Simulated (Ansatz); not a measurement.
# Ag2PdO2: the cost of one run

Method: DFT PBE, plane waves, PAW, scalar-relativistic, no spin polarisation, in Ansatz 0.2.0.

**1. The structure to begin with**

The cell holds 5 atoms (Ag2O2Pd): a = 3.870 Å, b = 4.368 Å, c = 4.667 Å, α = 92.52°, β = 98.92°, γ = 84.94°.

Coordinates:

```
Pd O Ag
1.0
     3.81527    0.42043   -0.49585
    -0.12755    4.35597   -0.29190
    -0.13967    0.10294    4.66344
Pd O Ag
1 2 2
Direct
  0.63221 0.28498 0.47826
  0.55196 0.97756 0.90359
  0.71343 0.67936 0.15415
  0.05125 0.24098 0.03156
  0.17859 0.81720 0.49813
```

**2. Molecular dynamics**

input.yaml

```yaml
crystal:
  lattice:
    - [3.815272, 0.420426, -0.495852]
    - [-0.127546, 4.355971, -0.291904]
    - [-0.139673, 0.102944, 4.663438]
  atoms:
    - { symbol: Pd, position: [0.632205, 0.284984, 0.478259] }
    - { symbol: O, position: [0.55196, 0.977558, 0.903594] }
    - { symbol: O, position: [0.713433, 0.679357, 0.154147] }
    - { symbol: Ag, position: [0.051249, 0.240984, 0.031556] }
    - { symbol: Ag, position: [0.17859, 0.817198, 0.498135] }
kpoints:
  mp_grid: { grid: [4, 3, 3] }
magnetization:
  spin_polarized: false
scf:
  occupations: { method: fermi_dirac, width: 0.05 }
hamiltonian:
  pseudopotentials: { kind: paw }
  xc: pbe
basis:
  ecutwfc: 420
md:
  timestep: 1.5
  n_steps: 30
  ensemble: nve
  temperature: 900.0
  initial_velocities: maxwell_boltzmann
  seed: 240211
```

On the command line:

```console
ansatz run input.yaml --threads 2 --pin off --max-ram 2560MiB --backend cpu --events-out ev --progress --plain --runs-dir out
```

**Question.** How long does this run take on 2 threads of Arm Neoverse N1, shared host, and how much memory does it need?

About 1.7 min, with a peak of 0.44 GiB.
